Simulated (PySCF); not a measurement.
**The bond of InF−, level by level**

One job finds the state of InF−, follows it along the bond with each method and fits the curves.

Computed with PySCF 2.14.0. Level: In def2-SVPD with ECP28, F def2-SVPD, scalar-relativistic core potentials.

2 further runs of the same task are left out: 2 set aside as unsound or not needed.

**1. The job**

A driver script around PySCF takes these settings:

```
atoms                         : In, F
charge                        : -1
basis                         : In def2-SVPD with ECP28, F def2-SVPD
Hamiltonian                   : scalar-relativistic core potentials
basis functions               : 55
electrons treated             : 31
masses in u                   : 114.9039, 18.9984
levels                        : PBE0, PBE, r²SCAN, PW91, BHandHLYP, TPSS, HSE06, HF, MP2, SCS-MP2, CCSD, CCSD(T)
grid                          : 80 radial by 434 angular points
occupations                   : held fixed by the projection of orbital angular momentum
dissociation limit            : In + F−, each in its ground configuration
starting distance in angstrom : 2.105
values of 2S to try           : 1, 3
```

Launch:

```bash
OMP_NUM_THREADS=1 python dia.py task.json out
```

After this run come: PBE0 along the bond; PBE (GGA); r²SCAN (meta-GGA); PW91 (GGA); BHandHLYP; TPSS; HSE06; UHF; Adding correlation.

Q: Predict the outcome of this session. Wanted: for each run, Re; ωe; De; μ.

The runs gave:

Lowest PBE0 solution found, without spin–orbit coupling: ²Π (doublet), unpaired electrons π ↑.

```
      level  Re (Å)  ωe (cm⁻¹)  De (eV)  μ (D)
        UHF   2.100        414     2.09  -1.80
    UHF-MP2   2.129        397     2.11    n/a
UHF-SCS-MP2   2.133        393     2.06    n/a
   UHF-CCSD   2.123        400     2.10    n/a
UHF-CCSD(T)   2.128        397     2.12    n/a
        PBE   2.158        372     2.07  -2.13
       PW91   2.155        374     2.08  -2.16
       TPSS   2.140        386     2.12  -1.94
     r²SCAN   2.119        402     2.27  -1.89
       PBE0   2.124        396     2.13  -2.03
      HSE06   2.124        397     2.15  -2.04
  BHandHLYP   2.115        402     2.06  -2.15
```

De is counted to In + F− in their ground configurations. A positive dipole points from In to F; in an ion it is taken about the centre of mass and does not tell which atom is negative.

Differences from CCSD(T) in the same basis:

```
      level  Re (mÅ)  ωe (%)
        UHF      -29    +4.2
    UHF-MP2       +1     0.0
UHF-SCS-MP2       +5    -1.0
   UHF-CCSD       -5    +0.8
        PBE      +30    -6.4
       PW91      +27    -5.9
       TPSS      +12    -2.8
     r²SCAN       -9    +1.1
       PBE0       -4    -0.4
      HSE06       -4    -0.1
  BHandHLYP      -13    +1.1
```

**Reading.** Against CCSD(T) in the same basis, the bond length is nearest at UHF-MP2 (+1 mÅ) and farthest at PBE (+30 mÅ); the wavenumber is nearest at UHF-MP2 (0.0 %) and farthest at PBE (-6.4 %). Hartree–Fock makes the bond too short and too stiff against this reference, as it mostly does. PBE has the long and soft bond that GGAs tend to give. CCSD(T) in a basis this small is itself some way from its limit, more so than the functionals. Of the levels with a De here, BHandHLYP gives the least (2.06 eV) and r²SCAN the most (2.27 eV).

Correlated steps freeze 5 core orbitals. These are scalar-relativistic numbers at best; spin–orbit coupling would shift them, the dissociation energy most. With some functionals the highest level of the anion is positive, from self-interaction error or because the anion is truly unbound there; the finite basis then holds the extra electron, and no neutral molecule was run to test the binding.
